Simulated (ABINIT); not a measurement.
# GaGe3 (Fm-3m) in ABINIT: reference runs

Aim: a first look at GaGe3 with PBEsol, on the cell as given and on a disturbed one.

Program: ABINIT 10.8.3 (patched build). These are calculated values, not measurements. Logs are shortened: lines on timing, memory, paths and dates and some standing lists are left out, and cuts for length are marked. The log counts tension as positive stress, the text compression.

## (1) The crystal as given

The structure is cubic, space group Fm-3m (No. 225). Conventional cell: a = 6.774 Å, b = 6.774 Å, c = 6.774 Å, α = 90.00°, β = 90.00°, γ = 90.00°. Ge (site symmetry m-3m) has 8 Ge at 2.93 Å as nearest neighbours. Ge (site symmetry -43m) has 4 Ge at 2.93 Å and 4 Ga at 2.93 Å as nearest neighbours. Around Ga (site symmetry m-3m) lie 8 Ge at 2.93 Å.

The cell comes from a database or a generator and needn't be the stable form of this composition.

## (2) Single point, PBEsol (atoms moved at random, drawn with an rms of 0.05 Å)

run.abi reads:

```
# Pseudopotentials
pp_dirpath "./"
pseudos "Ge.upf, Ga.upf"

# Structure
acell 3*1.0
rprim
     0.0000000000     6.4008179684     6.4008179684
     6.4008179684     0.0000000000     6.4008179684
     6.4008179684     6.4008179684     0.0000000000
ntypat 2
znucl 32 31
natom 4
typat 1 1 1 2
xcart
     6.3739857394     6.4135171912     6.4552249211
     9.5880092635     9.6372571569     9.6729929236
     3.2456115607     3.2071426447     3.2269595771
    -0.0449145397     0.1311719626    -0.0502720243
chkprim 0
chksymtnons 0
tolsym 1.0e-6

# Plane-wave basis
ecut 40.0

# k points
kptopt 1
ngkpt 7 7 7
nshiftk 1
shiftk 0.0 0.0 0.0

# Exchange and correlation
ixc -116133

# Bands and occupations
nband 33
occopt 3
tsmear 0.05 eV

# SCF cycle
nstep 100
tolvrs 1.0e-10

# Output
iomode 3
prtwf 0
prteig 0
prtebands 0
enunit 1
prtden 1
prtvha 1
prtvclmb 1
prtpot 1
prtelf 1
```

Potentials or basis: PseudoDojo NC SR PBEsol v0.4.1 standard.

Run with:

```sh
$ abinit run.abi > log 2>&1
```

run.abo:

```text
.Version 10.8.3 of ABINIT
 Symmetries : space group P1 (#  1); Bravais aP (primitive triclinic)
================================================================================
 Values of the parameters that define the memory need of the present run
     intxc =       0    ionmov =       0      iscf =       7    lmnmax =       6
     lnmax =       6     mgfft =      54  mpssoang =       3    mqgrid =    3001
     natom =       4  nloc_mem =       1    nspden =       1   nspinor =       1
    nsppol =       1      nsym =       1    n1xccc =    2501    ntypat =       2
    occopt =       3   xclevel =       2
       mpw =        6359          nfft =      157464          nkpt =         172
================================================================================
================================================================================

--------------------------------------------------------------------------------
------------- Echo of variables that govern the present computation ------------
--------------------------------------------------------------------------------
 -outvars: echo values of preprocessed input variables --------
            acell      1.0000000000E+00  1.0000000000E+00  1.0000000000E+00 Bohr
              amu      7.26100000E+01  6.97230000E+01
          chkprim           0
      chksymtnons           0
             ecut      4.00000000E+01 Hartree
           enunit           1
                       outvar_i_n : Printing only first  50 k-points.
              ixc     -116133
                       outvar_i_n : Printing only first  50 k-points.
         kptrlatt        7    0    0      0    7    0      0    0    7
          kptrlen      6.33648651E+01
            natom           4
            nband          33
            ngfft          54      54      54
             nkpt         172
            nstep         100
             nsym           1
           ntypat           2
                       prtocc : prtvol=0, do not print more k-points.
           occopt           3
        prtebands           0
           prteig           0
           prtelf           1
           prtpot           1
         prtvclmb           1
           prtvha           1
            prtwf           0
            rprim      0.0000000000E+00  6.4008179684E+00  6.4008179684E+00
                       6.4008179684E+00  0.0000000000E+00  6.4008179684E+00
                       6.4008179684E+00  6.4008179684E+00  0.0000000000E+00
          spgroup           1
           tolsym      1.00000000E-06
           tolvrs      1.00000000E-10
           tsmear      1.83746611E-03 Hartree
            typat      1  1  1  2
                       outvars : Printing only first  50 k-points.
           xangst      3.3729679936E+00  3.3938871370E+00  3.4159579172E+00
                       5.0737559967E+00  5.0998168596E+00  5.1187274129E+00
                       1.7175036722E+00  1.6971467985E+00  1.7076334675E+00
                      -2.3767750831E-02  6.9413213270E-02 -2.6602809587E-02
            xcart      6.3739857394E+00  6.4135171912E+00  6.4552249211E+00
                       9.5880092635E+00  9.6372571569E+00  9.6729929236E+00
                       3.2456115607E+00  3.2071426447E+00  3.2269595771E+00
                      -4.4914539700E-02  1.3117196260E-01 -5.0272024300E-02
             xred      5.0733800000E-01  5.0116200000E-01  4.9464599999E-01
                       7.5945299999E-01  7.5175900000E-01  7.4617600000E-01
                       2.4906900000E-01  2.5507900000E-01  2.5198300000E-01
                       9.8280000010E-03 -1.7681999997E-02  1.0664999995E-02
            znucl       32.00000   31.00000

================================================================================

 chkinp: Checking input parameters for consistency.

================================================================================
== DATASET  1 ==================================================================

--- !DatasetInfo
iteration_state: {dtset: 1, }
dimensions: {natom: 4, nkpt: 172, mband: 33, nsppol: 1, nspinor: 1, nspden: 1, mpw: 6359, }
cutoff_energies: {ecut:  40.0, pawecutdg:  -1.0, }
electrons: {nelect:   5.50000000E+01, charge:   0.00000000E+00, occopt:   3.00000000E+00, tsmear:   1.83746611E-03, }
meta: {optdriver: 0, ionmov: 0, optcell: 0, iscf: 7, paral_kgb: 0, }
...

 Real(R)+Recip(G) space primitive vectors, cartesian coordinates (Bohr,Bohr^-1):
 R(1)=  0.0000000  6.4008180  6.4008180  G(1)= -0.0781150  0.0781150  0.0781150
 R(2)=  6.4008180  0.0000000  6.4008180  G(2)=  0.0781150 -0.0781150  0.0781150
 R(3)=  6.4008180  6.4008180  0.0000000  G(3)=  0.0781150  0.0781150 -0.0781150
 Unit cell volume ucvol=  5.2448905E+02 bohr^3
[... 66 lines left out ...]
lattice_vectors:
- [  0.0000000,   6.4008180,   6.4008180, ]
- [  6.4008180,   0.0000000,   6.4008180, ]
- [  6.4008180,   6.4008180,   0.0000000, ]
lattice_lengths: [   9.05212,    9.05212,    9.05212, ]
lattice_angles: [ 60.000,  60.000,  60.000, ] # degrees, (23, 13, 12)
lattice_volume:   5.2448905E+02
convergence: {deltae: -6.878E-12, res2:  4.595E-12, residm:  3.037E-04, diffor: null, }
etotal    :  -3.43926055E+02
entropy   :   0.00000000E+00
fermie    :   1.90033765E-01
cartesian_stress_tensor: # hartree/bohr^3
- [  1.30147839E-04,   2.22234561E-07,  -1.01271996E-06, ]
- [  2.22234561E-07,   1.28920785E-04,   2.64792648E-06, ]
- [ -1.01271996E-06,   2.64792648E-06,   1.29067173E-04, ]
pressure_GPa:  -3.8064E+00
xred      :
- [  5.0734E-01,   5.0116E-01,   4.9465E-01, Ge]
- [  7.5945E-01,   7.5176E-01,   7.4618E-01, Ge]
- [  2.4907E-01,   2.5508E-01,   2.5198E-01, Ge]
- [  9.8280E-03,  -1.7682E-02,   1.0665E-02, Ga]
cartesian_forces: # hartree/bohr
- [  3.81324313E-04,   5.47663066E-04,  -5.08063622E-04, ]
- [  1.64793134E-04,   3.50167165E-04,  -1.05562566E-03, ]
- [ -1.44355038E-03,   1.21280529E-03,  -4.47248454E-04, ]
- [  8.97432933E-04,  -2.11063552E-03,   2.01093773E-03, ]
force_length_stats: {min:   8.38732204E-04, max:   3.05025224E-03, mean:   1.73775920E-03, }
...

 Integrated electronic density in atomic spheres:
 ------------------------------------------------
 Atom  Sphere_radius  Integrated_density
    1        2.00000         11.44468755
    2        2.00000         11.44550812
    3        2.00000         11.44158121
    4        2.00000         10.76458351
================================================================================

 ----iterations are completed or convergence reached----

 Mean square residual over all n,k,spin=   23.896E-08; max=  30.365E-05
 reduced coordinates (array xred) for    4 atoms
       0.507338000000      0.501161999995      0.494645999993
       0.759452999991      0.751758999999      0.746176000002
       0.249068999997      0.255078999998      0.251983000003
       0.009828000001     -0.017681999997      0.010664999995
 rms dE/dt=  7.5265E-03; max dE/dt=  1.2103E-02; dE/dt below (all hartree)
    1      -0.000253471249      0.000811181472     -0.005946394816
    2       0.004515508976      0.005702003041     -0.003296282840
    3      -0.004900192340      0.012102605367      0.001476841633
    4       0.000638144951     -0.018616004999      0.007765373191

 cartesian coordinates (angstrom) at end:
    1      3.37296799362293     3.39388713701521     3.41595791718181
    2      5.07375599672896     5.09981685958354     5.11872741292250
    3      1.71750367220058     1.69714679853905     1.70763346754802
    4     -0.02376775083131     0.06941321327025    -0.02660280958747

 cartesian forces (hartree/bohr) at end:
    1      0.00038132431257     0.00054766306644    -0.00050806362237
    2      0.00016479313372     0.00035016716487    -0.00105562565687
    3     -0.00144355037935     0.00121280528576    -0.00044724845397
    4      0.00089743293306    -0.00211063551707     0.00201093773321
 frms,max,avg= 1.1190173E-03 2.1106355E-03   1.305E-08  5.026E-09 -4.649E-09 h/b

 cartesian forces (eV/Angstrom) at end:
    1      0.01960848454483     0.02816196717595    -0.02612568188966
    2      0.00847400364741     0.01800631959218    -0.05428245379397
    3     -0.07423034506281     0.06236495528232    -0.02299844019408
    4      0.04614785687057    -0.10853324205046     0.10340657587770
 frms,max,avg= 5.7542181E-02 1.0853324E-01   6.711E-07  2.585E-07 -2.391E-07 e/A
 length scales=  1.000000000000  1.000000000000  1.000000000000 bohr
              =  0.529177210544  0.529177210544  0.529177210544 angstroms
 Fermi (or HOMO) energy (eV) =   5.17108   Average Vxc (eV)= -11.34214
 Eigenvalues (   eV  ) for nkpt= 172  k points:
 kpt#   1, nband= 33, wtk=  0.00292, kpt=  0.0000  0.0000  0.0000 (reduced coord)
 -19.49300  -19.49286  -19.48774  -19.48578  -19.48522  -19.46775  -19.46765  -19.46746
 -19.42819  -19.42797  -19.41710  -19.41702  -19.40583  -19.40538  -19.40347   -9.53079
  -9.52943   -9.52753   -9.50402   -9.50385   -7.28079   -0.55217    0.57297    3.59009
   3.61641    3.62726    3.88363    3.92008    3.96113    4.09011    5.44804    5.47136
   5.56082
 prteigrs : prtvol=0 or 1, do not print more k-points.

--- !EnergyTerms
iteration_state     : {dtset: 1, }
comment             : Components of total free energy in Hartree
kinetic             :  2.63585854924803E+02
hartree             :  8.76696260697080E+01
xc                  : -8.54030984167300E+01
Ewald energy        : -2.15024341438190E+02
psp_core            :  1.22808525040544E+01
local_psp           : -2.27282341163608E+02
non_local_psp       : -1.79752248986446E+02
internal            : -3.43925696506408E+02
'-kT*entropy'       : -3.58140272972581E-04
total_energy        : -3.43926054646681E+02
total_energy_eV     : -9.35870471304721E+03
band_energy         : -2.48721950142736E+01
...

 Cartesian components of stress tensor (hartree/bohr^3)
  sigma(1 1)=  1.30147839E-04  sigma(3 2)=  2.64792648E-06
  sigma(2 2)=  1.28920785E-04  sigma(3 1)= -1.01271996E-06
  sigma(3 3)=  1.29067173E-04  sigma(2 1)=  2.22234561E-07

-Cartesian components of stress tensor (GPa)         [Pressure= -3.8064E+00 GPa]
- sigma(1 1)=  3.82908162E+00  sigma(3 2)=  7.79046866E-02
- sigma(2 2)=  3.79298046E+00  sigma(3 1)= -2.97952499E-02
- sigma(3 3)=  3.79728733E+00  sigma(2 1)=  6.53836652E-03

== END DATASET(S) ==============================================================
================================================================================

 -outvars: echo values of variables after computation  --------
            acell      1.0000000000E+00  1.0000000000E+00  1.0000000000E+00 Bohr
           etotal     -3.4392605465E+02
            fcart      3.8132431257E-04  5.4766306644E-04 -5.0806362237E-04
                       1.6479313372E-04  3.5016716487E-04 -1.0556256569E-03
                      -1.4435503794E-03  1.2128052858E-03 -4.4724845397E-04
                       8.9743293306E-04 -2.1106355171E-03  2.0109377332E-03
            rprim      0.0000000000E+00  6.4008179684E+00  6.4008179684E+00
                       6.4008179684E+00  0.0000000000E+00  6.4008179684E+00
                       6.4008179684E+00  6.4008179684E+00  0.0000000000E+00
           strten      1.3014783885E-04  1.2892078544E-04  1.2906717315E-04
                       2.6479264780E-06 -1.0127199617E-06  2.2223456098E-07
           xangst      3.3729679936E+00  3.3938871370E+00  3.4159579172E+00
                       5.0737559967E+00  5.0998168596E+00  5.1187274129E+00
                       1.7175036722E+00  1.6971467985E+00  1.7076334675E+00
                      -2.3767750831E-02  6.9413213270E-02 -2.6602809587E-02
             xred      5.0733800000E-01  5.0116200000E-01  4.9464599999E-01
                       7.5945299999E-01  7.5175900000E-01  7.4617600000E-01
                       2.4906900000E-01  2.5507900000E-01  2.5198300000E-01
                       9.8280000010E-03 -1.7681999997E-02  1.0664999995E-02
 Calculation completed.
```

Run time: 39 min. Hardware: 1 thread of Arm Neoverse V1, shared host; peak memory 0.64 GiB.

Results:

```
Free energy                                           : -9358.7047 eV
Pressure                                              : -3.8 GPa
Largest force                                         : 0.157 eV/Å
Band gap on the k mesh                                : none (metal or under the smearing width)
Valence electrons inside the program's atomic spheres : Ge 11.44, 11.45; Ga 10.76
```

Forces on the atoms (eV/Å):
```
Ge   0.020  0.028 -0.026
Ge   0.008  0.018 -0.054
Ge  -0.074  0.062 -0.023
Ga   0.046 -0.109  0.103
```

Levels at points of the mesh, in eV from the Fermi level:
| k point | band 24 | band 25 | band 26 | band 27 | band 28 | band 29 | band 30 | band 31 |
| --- | --- | --- | --- | --- | --- | --- | --- | --- |
| (0.00, 0.00, 0.00) | -1.58 | -1.55 | -1.54 | -1.29 | -1.25 | -1.21 | -1.08 | 0.28 |

## (3) Single point, PBEsol

run.abi reads:

```
pp_dirpath "./"
pseudos "Ge.upf, Ga.upf"

acell 3*1.0
rprim
     0.0000000000     6.4008179684     6.4008179684
     6.4008179684     0.0000000000     6.4008179684
     6.4008179684     6.4008179684     0.0000000000
ntypat 2
znucl 32 31
natom 4
typat 1 1 1 2
xred
     0.5000000000     0.5000000000     0.5000000000
     0.7500000000     0.7500000000     0.7500000000
     0.2500000000     0.2500000000     0.2500000000
     0.0000000000     0.0000000000     0.0000000000

ecut 40.0

kptopt 1
ngkpt 7 7 7
nshiftk 1
shiftk 0.0 0.0 0.0

ixc -116133

nband 33
occopt 3
tsmear 0.00183747

nstep 100
tolvrs 1.0e-10

iomode 3
prtwf 0
prteig 0
prtebands 0
enunit 2
prtden 1
prtvha 1
prtvclmb 1
prtpot 1
prtelf 1
```

Potentials or basis: PseudoDojo NC SR PBEsol v0.4.1 standard.

Run with:

```sh
$ abinit run.abi > log 2>&1
```

run.abo:

```text
.Version 10.8.3 of ABINIT
 Symmetries : space group Fm -3 m (#225); Bravais cF (face-center cubic)
================================================================================
 Values of the parameters that define the memory need of the present run
     intxc =       0    ionmov =       0      iscf =       7    lmnmax =       6
     lnmax =       6     mgfft =      54  mpssoang =       3    mqgrid =    3001
     natom =       4  nloc_mem =       1    nspden =       1   nspinor =       1
    nsppol =       1      nsym =      48    n1xccc =    2501    ntypat =       2
    occopt =       3   xclevel =       2
       mpw =        6359          nfft =      157464          nkpt =          20
================================================================================
================================================================================

--------------------------------------------------------------------------------
------------- Echo of variables that govern the present computation ------------
[... 260 lines left out ...]
            acell      1.0000000000E+00  1.0000000000E+00  1.0000000000E+00 Bohr
           etotal     -3.4392633585E+02
            fcart      5.2584006381E-30  2.6292003191E-30 -5.2584006381E-30
                       2.1033602552E-29 -1.8404402233E-29  1.0516801276E-29
                      -3.1550403829E-29  1.3146001595E-29  7.0064923216E-46
                       5.2584006381E-30  2.6292003191E-30 -5.2584006381E-30
            rprim      0.0000000000E+00  6.4008179684E+00  6.4008179684E+00
                       6.4008179684E+00  0.0000000000E+00  6.4008179684E+00
                       6.4008179684E+00  6.4008179684E+00  0.0000000000E+00
           strten      1.3248328169E-04  1.3248328169E-04  1.3248328169E-04
                       0.0000000000E+00  0.0000000000E+00  0.0000000000E+00
           xangst      3.3871669977E+00  3.3871669977E+00  3.3871669977E+00
                       5.0807504966E+00  5.0807504966E+00  5.0807504966E+00
                       1.6935834989E+00  1.6935834989E+00  1.6935834989E+00
                       0.0000000000E+00  0.0000000000E+00  0.0000000000E+00
             xred      5.0000000000E-01  5.0000000000E-01  5.0000000000E-01
                       7.5000000000E-01  7.5000000000E-01  7.5000000000E-01
                       2.5000000000E-01  2.5000000000E-01  2.5000000000E-01
                       0.0000000000E+00  0.0000000000E+00  0.0000000000E+00
 Calculation completed.
```

It took 3.8 min on 1 thread of Arm Neoverse V2, shared host; peak memory 0.16 GiB.

Results:

```yaml
Free_energy: -9358.7124 eV
Pressure: -3.9 GPa
Band_gap_on_the_k_mesh: none (metal or under the smearing width)
Valence_electrons_inside_the_program's_atomic_spheres: Ge 11.44, 11.43; Ga 10.76
```

Levels at points of the mesh, in eV from the Fermi level:
| k point | band 26 | band 27 | band 28 | band 29 | band 30 | band 31 |
| --- | --- | --- | --- | --- | --- | --- |
| (0.00, 0.00, 0.00) | -1.52 | -1.24 | -1.24 | -1.24 | -1.16 | 0.31 |

Caveat: the highest band is partly filled, so the run has too few bands.
